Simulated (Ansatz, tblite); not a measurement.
# Al(PH3)F3 (AlF₃H₃P): one state, many levels

Aim: run the singlet of Al(PH3)F3 (AlF₃H₃P) at one geometry on many levels, and compare frontier levels, spin and run time.

Method: as each input shows; program: Ansatz 0.2.0, Gaussian basis.

Plan: GFN1-xTB, GFN2-xTB, PBE-D4/def2-TZVP, r2SCAN-D4/def2-TZVP, BHLYP-D4/def2-TZVP, PBE-QIDH/def2-TZVP, CAM-B3LYP-D4/def2-TZVP, PBE-D4/def2-SVP, PBE0-D4/def2-SVP, CCSD(T)/def2-SVP, MP2/def2-TZVP.

2 further runs of the same task are left out: 2 set aside as unsound or not needed.

## Step 1: The geometry

The geometry is that of the singlet, from an earlier relaxation (B3LYP-D4/def2-SVP).

8 atoms, charge 0, spin multiplicity 1.

Bond lengths: Al1–F2 1.665 Å, Al1–F3 1.665 Å, Al1–F4 1.665 Å, Al1–P5 2.511 Å, P5–H6 1.415 Å, P5–H7 1.415 Å, P5–H8 1.415 Å. Angles: F2–Al1–F3 117.6°, F2–Al1–F4 117.6°, F2–Al1–P5 98.9°, F3–Al1–F4 117.6°, F3–Al1–P5 99.1°, F4–Al1–P5 98.8°, Al1–P5–H6 117.9°, Al1–P5–H7 117.7°, Al1–P5–H8 117.9°, H6–P5–H7 100.0°, H6–P5–H8 100.0°, H7–P5–H8 100.0°.

PBE0-D4/def2-TZVP was run before; its log isn't repeated, and its numbers join the tables.

## Step 2: GFN1-xTB

Tight binding, by tblite at 300 K electronic temperature and without a spin-polarisation term:

```python
tblite.interface.Calculator('GFN1-xTB', numbers, positions, charge=0, uhf=0).singlepoint()
```

Energy -576.4840 eV, HOMO -13.23 eV, LUMO -7.67 eV; 0.005 s.

## Step 3: GFN2-xTB

Tight binding, by tblite at 300 K electronic temperature and without a spin-polarisation term:

```python
tblite.interface.Calculator('GFN2-xTB', numbers, positions, charge=0, uhf=0).singlepoint()
```

Energy -532.5391 eV, HOMO -12.54 eV, LUMO -6.69 eV; 0.005 s.

## Step 4: PBE-D4/def2-TZVP

start.molden holds the orbitals of an earlier run on this state, given as this run's starting guess.

Input file in.yaml:

```yaml
crystal:
  periodic: [false, false, false]
  atoms:
    - {symbol: Al, position_ang: [-0.004385, 0.009958, -1.406216]}
    - {symbol: F, position_ang: [1.639274, -0.032851, -1.668542]}
    - {symbol: F, position_ang: [-0.788942, 1.456802, -1.657602]}
    - {symbol: F, position_ang: [-0.865133, -1.390995, -1.668407]}
    - {symbol: P, position_ang: [0.003055, -0.006508, 1.104583]}
    - {symbol: H, position_ang: [0.691834, 1.034226, 1.771810]}
    - {symbol: H, position_ang: [0.568310, -1.129667, 1.754019]}
    - {symbol: H, position_ang: [-1.244012, 0.059045, 1.770356]}
basis:
  gaussian: {orbitals: def2-TZVP, initial_orbitals: start.molden}
hamiltonian: {xc: pbe, dispersion: d4}
scf: {omitted_lower_state_checks: [starts]}
output: {forces: true, orbitals: {seedname: orbitals}}
```

Command:

```bash
$ ansatz run in.yaml --threads 2 --pin off --events-out ev --progress --plain --max-ram 4352MiB
```

Standard output:

```text
Functional definition: PBE
  name "PBE"
  cite "Perdew, Burke & Ernzerhof, Phys. Rev. Lett. 77, 3865 (1996) doi:10.1103/PhysRevLett.77.3865"
  parent pbe
  parameter kappa = 0.804
  parameter beta = 0.06672455060314922
  exchange = pbe_x(kappa = kappa, mu = beta*pi^2/3)
  correlation = pbe_c(beta = beta)
these checks for a lower state are left out or cut short: starts
1129 factors; their error is unknown
mean field evaluation 1: about -24079.9655 eV, gradient 1.3e1 eV
mean field evaluation 2: about -24080.1116 eV, gradient 1.6e-1 eV
mean field evaluation 4: about -24080.1042 eV, gradient 2.5e-4 eV
mean field -24080.10415945 eV, -884.9275057790 hartree, gradient 7.2e-6 eV, S^2 0.000000; 0 other end points of the search recorded, 0 dependent functions left out
the calculation of the forces begins
reference -24080.10420712 eV, -884.9275075310 hartree; 29, 29 occupied and 156, 156 virtual orbitals, 1129 factors
Total energy: -24080.25771072 eV, -884.9331486840 hartree
Atom 0 at    -0.004385     0.009958    -1.406216 Å, force     0.000414    -0.000004     0.099928 eV/Å
Atom 1 at     1.639274    -0.032851    -1.668542 Å, force     0.121361    -0.004020    -0.019956 eV/Å
Atom 2 at    -0.788942     1.456802    -1.657602 Å, force    -0.056798     0.106100    -0.016934 eV/Å
Atom 3 at    -0.865133    -1.390995    -1.668407 Å, force    -0.064373    -0.103698    -0.020443 eV/Å
Atom 4 at     0.003055    -0.006508     1.104583 Å, force    -0.000760     0.001973    -0.188717 eV/Å
Atom 5 at     0.691834     1.034226     1.771810 Å, force     0.008791     0.014798     0.048969 eV/Å
Atom 6 at     0.568310    -1.129667     1.754019 Å, force     0.008684    -0.015133     0.048247 eV/Å
Atom 7 at    -1.244012     0.059045     1.770356 Å, force    -0.017320    -0.000018     0.048904 eV/Å
Dipole moment:     0.003315    -0.007320     1.152643 e Å
Checks for a lower state left out: starts
```

Run time: 2.2 s. Hardware: 2 threads of Intel Xeon Platinum 8375C at 2.90GHz, shared host.

From the report: HOMO -8.36 eV, LUMO -1.67 eV.

## Step 5: r2SCAN-D4/def2-TZVP

in.yaml: that of step 4 with these lines changed.

```diff
@@ -13,4 +13,4 @@
   gaussian: {orbitals: def2-TZVP, initial_orbitals: start.molden}
-hamiltonian: {xc: pbe, dispersion: d4}
+hamiltonian: {xc: r2scan, dispersion: d4}
 scf: {omitted_lower_state_checks: [starts]}
-output: {forces: true, orbitals: {seedname: orbitals}}
+output: {orbitals: {seedname: orbitals}}
```

The command is unchanged.

Standard output:

```text
Functional definition: r2SCAN
  name "r2SCAN"
  cite "Furness, Kaplan, Ning, Perdew & Sun, J. Phys. Chem. Lett. 11, 8208 (2020) doi:10.1021/acs.jpclett.0c02405"
  cite "Furness, Kaplan, Ning, Perdew & Sun, J. Phys. Chem. Lett. 11, 9248 (2020) doi:10.1021/acs.jpclett.0c03077"
  parent r2scan
  parameter k0 = 0.174
  parameter k1 = 0.065
  parameter a1 = 4.9479
  exchange = r2scan_x(k0 = k0, k1 = k1, a1 = a1)
  correlation = r2scan_c
these checks for a lower state are left out or cut short: starts
1129 factors; their error is unknown
mean field evaluation 1: about -24091.3942 eV, gradient 7.3e0 eV
mean field evaluation 2: about -24091.4248 eV, gradient 4.8e-2 eV
mean field evaluation 4: about -24091.4165 eV, gradient 5.3e-5 eV
mean field -24091.41648821 eV, -885.3432261930 hartree, gradient 1.2e-5 eV, S^2 0.000000; 0 other end points of the search recorded, 0 dependent functions left out
reference -24091.41650210 eV, -885.3432267036 hartree; 29, 29 occupied and 156, 156 virtual orbitals, 1129 factors
Total energy: -24091.45355320 eV, -885.3445883063 hartree
Checks for a lower state left out: starts
```

Run time: 3.3 s. Hardware: 2 threads of Intel Xeon Platinum 8375C at 2.90GHz, shared host.

HOMO -8.73 eV, LUMO -1.40 eV.

## Step 6: BHLYP-D4/def2-TZVP

in.yaml: that of step 5 with these lines changed.

```diff
@@ -13,3 +13,3 @@
   gaussian: {orbitals: def2-TZVP, initial_orbitals: start.molden}
-hamiltonian: {xc: r2scan, dispersion: d4}
+hamiltonian: {xc: {name: BHLYP}, dispersion: d4}
 scf: {omitted_lower_state_checks: [starts]}
```

Launched as before.

Standard output:

```text
Functional definition: BHLYP
  name "BHLYP"
  cite "Becke, J. Chem. Phys. 98, 1372 (1993) doi:10.1063/1.464304"
  cite "Becke, Phys. Rev. A 38, 3098 (1988) doi:10.1103/PhysRevA.38.3098"
  cite "Lee, Yang & Parr, Phys. Rev. B 37, 785 (1988) doi:10.1103/PhysRevB.37.785"
  parameter a = 0.5
  exchange = (1 - a)*b88_x + a*exact_x
  correlation = lyp_c
these checks for a lower state are left out or cut short: starts
1266 factors; their error is unknown
mean field evaluation 1: about -24093.1094 eV, gradient 9.8e0 eV
mean field evaluation 2: about -24093.2078 eV, gradient 1.7e-1 eV
mean field evaluation 4: about -24093.3252 eV, gradient 4.0e-4 eV
mean field -24093.32519812 eV, -885.4133699885 hartree, gradient 1.1e-5 eV, S^2 0.000000; 0 other end points of the search recorded, 0 dependent functions left out
reference -24093.32538022 eV, -885.4133766806 hartree; 29, 29 occupied and 156, 156 virtual orbitals, 1266 factors
Total energy: -24093.52755835 eV, -885.4208065898 hartree
Checks for a lower state left out: starts
```

It took 2.8 s on 2 threads of Intel Xeon Platinum 8375C at 2.90GHz, shared host.

From the report: HOMO -11.21 eV, LUMO 0.24 eV.

## Step 7: PBE-QIDH/def2-TZVP

in.yaml: that of step 6 with these lines changed.

```diff
@@ -13,4 +13,3 @@
   gaussian: {orbitals: def2-TZVP, initial_orbitals: start.molden}
-hamiltonian: {xc: {name: BHLYP}, dispersion: d4}
+hamiltonian: {xc: {name: PBE-QIDH}}
 scf: {omitted_lower_state_checks: [starts]}
-output: {orbitals: {seedname: orbitals}}
```

Same command.

Standard output, cut to the lines that bear on the results:

```text
Functional definition: PBE-QIDH
  name "PBE-QIDH"
  cite "Brémond, Sancho-García, Pérez-Jiménez & Adamo, J. Chem. Phys. 141, 031101 (2014) doi:10.1063/1.4890314"
  cite "Perdew, Burke & Ernzerhof, Phys. Rev. Lett. 77, 3865 (1996) doi:10.1103/PhysRevLett.77.3865"
[...]
1214 factors; integrals over basis functions are off by at most 1.1e-3 eV
[...]
mean field -24066.09091363 eV, -884.4125284937 hartree, gradient 1.7e-6 eV, S^2 0.000000; 0 other end points of the search recorded, 0 dependent functions left out
13 core orbitals not correlated: weight in the atoms' cores, before any rotation towards them, 1.000 or more for the frozen orbitals, at most 0.000 for the correlated occupied ones
reference -24066.09092652 eV, -884.4125289671 hartree; 16, 16 occupied and 156, 156 virtual orbitals, 1214 factors
second order -29.83149726 eV of doubles, -0.00000000 eV of singles
Total energy: -24076.03475893 eV, -884.7779580684 hartree
Checks for a lower state left out: starts
```

Wall time 4.5 s (2 threads of Intel Xeon Platinum 8375C at 2.90GHz, shared host).

## Step 8: CAM-B3LYP-D4/def2-TZVP

in.yaml: that of step 7 with these lines changed.

```diff
@@ -13,3 +13,4 @@
   gaussian: {orbitals: def2-TZVP, initial_orbitals: start.molden}
-hamiltonian: {xc: {name: PBE-QIDH}}
+hamiltonian: {xc: {name: CAM-B3LYP}, dispersion: d4}
 scf: {omitted_lower_state_checks: [starts]}
+output: {orbitals: {seedname: orbitals}}
```

Launched as before.

Standard output, cut to the lines that bear on the results:

```text
Functional definition: CAM-B3LYP
  name "CAM-B3LYP"
  cite "Yanai, Tew & Handy, Chem. Phys. Lett. 393, 51 (2004) doi:10.1016/j.cplett.2004.06.011"
  cite "Iikura, Tsuneda, Yanai & Hirao, J. Chem. Phys. 115, 3540 (2001) doi:10.1063/1.1383587"
  cite "Becke, Phys. Rev. A 38, 3098 (1988) doi:10.1103/PhysRevA.38.3098"
  cite "Lee, Yang & Parr, Phys. Rev. B 37, 785 (1988) doi:10.1103/PhysRevB.37.785"
  cite "Vosko, Wilk & Nusair, Can. J. Phys. 58, 1200 (1980) doi:10.1139/p80-159"
[...]
  # Exact exchange under (alpha + beta erf(omega r))/r, Becke's under what is left of 1/r.
[...]
1141 factors; their error is unknown
268 factors; integrals over basis functions are off by at most 1.8e-5 eV
[...]
mean field -24094.86792308 eV, -885.4700640851 hartree, gradient 5.6e-5 eV, S^2 0.000000; 0 other end points of the search recorded, 0 dependent functions left out
reference -24094.86805790 eV, -885.4700690396 hartree; 29, 29 occupied and 156, 156 virtual orbitals, 1141 factors
Total energy: -24095.00212042 eV, -885.4749957465 hartree
Checks for a lower state left out: starts
```

Wall time 2.6 s (2 threads of Intel Xeon Platinum 8375C at 2.90GHz, shared host).

From the report: HOMO -11.26 eV, LUMO 0.38 eV.

## Step 9: PBE-D4/def2-SVP

in.yaml: that of step 8 with these lines changed.

```diff
@@ -12,4 +12,4 @@
 basis:
-  gaussian: {orbitals: def2-TZVP, initial_orbitals: start.molden}
-hamiltonian: {xc: {name: CAM-B3LYP}, dispersion: d4}
+  gaussian: {orbitals: def2-SVP, initial_orbitals: start.molden}
+hamiltonian: {xc: pbe, dispersion: d4}
 scf: {omitted_lower_state_checks: [starts]}
```

Same command.

Standard output:

```text
Functional definition: PBE
  name "PBE"
  cite "Perdew, Burke & Ernzerhof, Phys. Rev. Lett. 77, 3865 (1996) doi:10.1103/PhysRevLett.77.3865"
  parent pbe
  parameter kappa = 0.804
  parameter beta = 0.06672455060314922
  exchange = pbe_x(kappa = kappa, mu = beta*pi^2/3)
  correlation = pbe_c(beta = beta)
these checks for a lower state are left out or cut short: starts
1018 factors; their error is unknown
mean field evaluation 1: about -24063.4941 eV, gradient 1.3e1 eV
mean field evaluation 2: about -24063.9031 eV, gradient 3.4e-1 eV
mean field evaluation 4: about -24063.8611 eV, gradient 3.2e-2 eV
mean field -24063.86111887 eV, -884.3305850477 hartree, gradient 2.4e-5 eV, S^2 0.000000; 0 other end points of the search recorded, 0 dependent functions left out
reference -24063.86116288 eV, -884.3305866650 hartree; 29, 29 occupied and 64, 64 virtual orbitals, 1018 factors
Total energy: -24064.01466648 eV, -884.3362278181 hartree
Checks for a lower state left out: starts
```

It took 0.9 s on 2 threads of Intel Xeon Platinum 8375C at 2.90GHz, shared host.

HOMO -7.99 eV, LUMO -1.31 eV.

## Step 10: PBE0-D4/def2-SVP

in.yaml: that of step 9 with these lines changed.

```diff
@@ -13,3 +13,3 @@
   gaussian: {orbitals: def2-SVP, initial_orbitals: start.molden}
-hamiltonian: {xc: pbe, dispersion: d4}
+hamiltonian: {xc: pbe0, dispersion: d4}
 scf: {omitted_lower_state_checks: [starts]}
```

Launched as before.

Standard output:

```text
Functional definition: PBE0
  name "PBE0"
  cite "Adamo & Barone, J. Chem. Phys. 110, 6158 (1999) doi:10.1063/1.478522"
  cite "Perdew, Burke & Ernzerhof, Phys. Rev. Lett. 77, 3865 (1996) doi:10.1103/PhysRevLett.77.3865"
  parent pbe
  parameter a = 0.25
  parameter kappa = 0.804
  parameter beta = 0.06672455060314922
  exchange = (1 - a)*pbe_x(kappa = kappa, mu = beta*pi^2/3) + a*exact_x
  correlation = pbe_c(beta = beta)
these checks for a lower state are left out or cut short: starts
856 factors; integrals over basis functions are off by at most 8.3e-4 eV
mean field evaluation 1: about -24065.1098 eV, gradient 1.2e1 eV
mean field evaluation 2: about -24065.3649 eV, gradient 2.0e-1 eV
mean field evaluation 4: about -24065.5013 eV, gradient 8.8e-4 eV
mean field -24065.50132089 eV, -884.3908613601 hartree, gradient 2.5e-5 eV, S^2 0.000000; 0 other end points of the search recorded, 0 dependent functions left out
reference -24065.50135405 eV, -884.3908625788 hartree; 29, 29 occupied and 64, 64 virtual orbitals, 856 factors
Total energy: -24065.63208350 eV, -884.3956667973 hartree
Checks for a lower state left out: starts
```

Wall time 1.3 s (2 threads of Intel Xeon Platinum 8375C at 2.90GHz, shared host).

From the report: HOMO -9.73 eV, LUMO -0.42 eV.

## Step 11: CCSD(T)/def2-SVP

in.yaml: that of step 10 with these lines changed.

```diff
@@ -13,3 +13,3 @@
   gaussian: {orbitals: def2-SVP, initial_orbitals: start.molden}
-hamiltonian: {xc: pbe0, dispersion: d4}
+correlation: {method: ccsd_t}
 scf: {omitted_lower_state_checks: [starts]}
```

Launched as before.

Standard output, cut to the lines that bear on the results:

```text
Functional definition: HF
  name "HF"
  cite "Fock, Z. Phys. 61, 126 (1930) doi:10.1007/BF01340294"
  parent pbe
[...]
856 factors; integrals over basis functions are off by at most 8.3e-4 eV
[...]
mean field -24015.00772663 eV, -882.5352559967 hartree, gradient 2.5e-6 eV, S^2 0.000000; 0 other end points of the search recorded, 0 dependent functions left out
13 core orbitals not correlated: weight in the atoms' cores, before any rotation towards them, 1.000 or more for the frozen orbitals, at most 0.000 for the correlated occupied ones
reference -24015.00772663 eV, -882.5352559967 hartree; 16, 16 occupied and 64, 64 virtual orbitals, 856 factors
second order -20.40864417 eV of doubles, -0.00000000 eV of singles
cycle   1  -20.72129658 eV  change   -3.1e-1 eV  update   1.0e-1
[...]
cycle   9  -21.28107479 eV  change   -3.1e-7 eV  update   1.6e-5
perturbative correction -0.32031928 eV, -0.0117715164 hartree
Total energy: -24036.60912070 eV, -883.3290925867 hartree
Checks for a lower state left out: starts
```

Run time: 3.8 s. Hardware: 2 threads of Intel Xeon Platinum 8375C at 2.90GHz, shared host.

Hartree-Fock HOMO -13.22 eV, LUMO 3.04 eV; T1 0.012.

## Step 12: MP2/def2-TZVP

in.yaml: that of step 11 with these lines changed.

```diff
@@ -12,4 +12,4 @@
 basis:
-  gaussian: {orbitals: def2-SVP, initial_orbitals: start.molden}
-correlation: {method: ccsd_t}
+  gaussian: {orbitals: def2-TZVP, initial_orbitals: start.molden}
+correlation: {method: mp2}
 scf: {omitted_lower_state_checks: [starts]}
```

The command is unchanged.

Standard output:

```text
Functional definition: HF
  name "HF"
  cite "Fock, Z. Phys. 61, 126 (1930) doi:10.1007/BF01340294"
  parent pbe
  exchange = exact_x
  correlation = 0
these checks for a lower state are left out or cut short: starts
1214 factors; integrals over basis functions are off by at most 1.1e-3 eV
mean field evaluation 1: about -24029.9641 eV, gradient 3.5e1 eV
mean field evaluation 2: about -24030.9083 eV, gradient 1.3e0 eV
mean field evaluation 4: about -24031.1936 eV, gradient 1.3e-2 eV
mean field evaluation 8: about -24031.1936 eV, gradient 1.4e-6 eV
mean field -24031.19359282 eV, -883.1300756081 hartree, gradient 7.8e-6 eV, S^2 0.000000; 0 other end points of the search recorded, 0 dependent functions left out
13 core orbitals not correlated: weight in the atoms' cores, before any rotation towards them, 1.000 or more for the frozen orbitals, at most 0.000 for the correlated occupied ones
reference -24031.19359282 eV, -883.1300756081 hartree; 16, 16 occupied and 156, 156 virtual orbitals, 1214 factors
second order -26.81709717 eV of doubles, -0.00000000 eV of singles
Total energy: -24058.01069000 eV, -884.1155857520 hartree
Checks for a lower state left out: starts
```

It took 2.4 s on 2 threads of Intel Xeon Platinum 8375C at 2.90GHz, shared host.

Report: Hartree-Fock HOMO -13.18 eV, LUMO 2.60 eV.

## Step 13: Comparison

| level | functions | HOMO (eV) | LUMO (eV) | gap (eV) | time |
| --- | --- | --- | --- | --- | --- |
| PBE-D4/def2-SVP | 93 | -7.99 | -1.31 | 6.68 | 0.9 s |
| PBE-D4/def2-TZVP | 185 | -8.36 | -1.67 | 6.70 | 2.2 s |
| r2SCAN-D4/def2-TZVP | 185 | -8.73 | -1.40 | 7.33 | 3.3 s |
| PBE0-D4/def2-SVP | 93 | -9.73 | -0.42 | 9.31 | 1.3 s |
| PBE0-D4/def2-TZVP | 185 | -9.87 | -0.75 | 9.12 | 2.8 s |
| BHLYP-D4/def2-TZVP | 185 | -11.21 | 0.24 | 11.45 | 2.8 s |
| CAM-B3LYP-D4/def2-TZVP | 185 | -11.26 | 0.38 | 11.63 | 2.6 s |

The pieces so far (eV):

| basis | HF | MP2 correlation | CCSD correlation | (T) | total |
| --- | --- | --- | --- | --- | --- |
| def2-SVP | -24015.0077 | -20.4086 | -21.2811 | -0.3203 | -24036.6091 |
| def2-TZVP | -24031.1936 | -26.8171 |  |  | -24058.0107 (MP2) |

## Step 14: Binding energy

Free atoms were run apart at each level; binding is atoms less cluster, divided by the number of atoms, without zero-point or spin-orbit terms.

Differences are taken before rounding.

| method | binding an atom (eV) | from CCSD(T)/def2-SVP (eV) | time |
| --- | --- | --- | --- |
| HF/def2-SVP | 2.716 | -0.742 |  |
| HF/def2-TZVP | 2.759 | -0.700 |  |
| PBE-D4/def2-SVP | 3.713 | +0.255 | 0.9 s |
| PBE-D4/def2-TZVP | 3.729 | +0.271 | 2.2 s |
| r2SCAN-D4/def2-TZVP | 3.719 | +0.261 | 3.3 s |
| PBE0-D4/def2-SVP | 3.611 | +0.153 | 1.3 s |
| PBE0-D4/def2-TZVP | 3.642 | +0.184 | 2.8 s |
| BHLYP-D4/def2-TZVP | 3.584 | +0.126 | 2.8 s |
| CAM-B3LYP-D4/def2-TZVP | 3.740 | +0.282 | 2.6 s |
| MP2/def2-SVP | 3.547 | +0.089 |  |
| MP2/def2-TZVP | 3.697 | +0.238 | 2.4 s |
| CCSD/def2-SVP | 3.433 | -0.025 |  |
| CCSD(T)/def2-SVP | 3.458 | 0 | 3.8 s |

Among the levels timed on like hardware and quicker than the yardstick, those that no quicker one beats, quickest first: PBE-D4/def2-SVP (0.9 s, +0.255 eV); PBE0-D4/def2-SVP (1.3 s, +0.153 eV); BHLYP-D4/def2-TZVP (2.8 s, +0.126 eV).

## Step 15: What came out

| quantity | value |
| --- | --- |
| gap in def2-TZVP, named functionals, smallest and largest | 6.70 eV (PBE-D4), 11.63 eV (CAM-B3LYP-D4) |
| correlation energy, CCSD(T)/def2-SVP | -21.60 eV |
| correlation energy, MP2/def2-TZVP | -26.82 eV |
| binding an atom, CCSD(T)/def2-SVP | 3.458 eV |
| PBE0 total energy, smallest basis above largest | 16.08 eV (def2-SVP, def2-TZVP) |

In words: Over the named functionals in def2-TZVP the gap runs from 6.70 eV (PBE-D4) to 11.63 eV (CAM-B3LYP-D4); exact exchange widens it. The functionals in def2-TZVP miss CCSD(T)/def2-SVP by +0.126 (BHLYP-D4) to +0.282 eV (CAM-B3LYP-D4) an atom. The yardstick is in a double-zeta basis, so levels in larger sets aren't compared like for like. CCSD(T)/def2-SVP isn't at the basis-set limit; small misses against it rank nothing.

For cost: BHLYP-D4/def2-TZVP gets within 0.126 eV in 2.8 s, where CCSD(T)/def2-SVP took 3.8 s; the quickest level in the cost chart, PBE-D4/def2-SVP, takes 0.9 s and misses by 0.255 eV. The slowest run with a step of its own, PBE-QIDH/def2-TZVP, took 4.5 s; the quickest functional in def2-TZVP took 2.2 s (shared host).
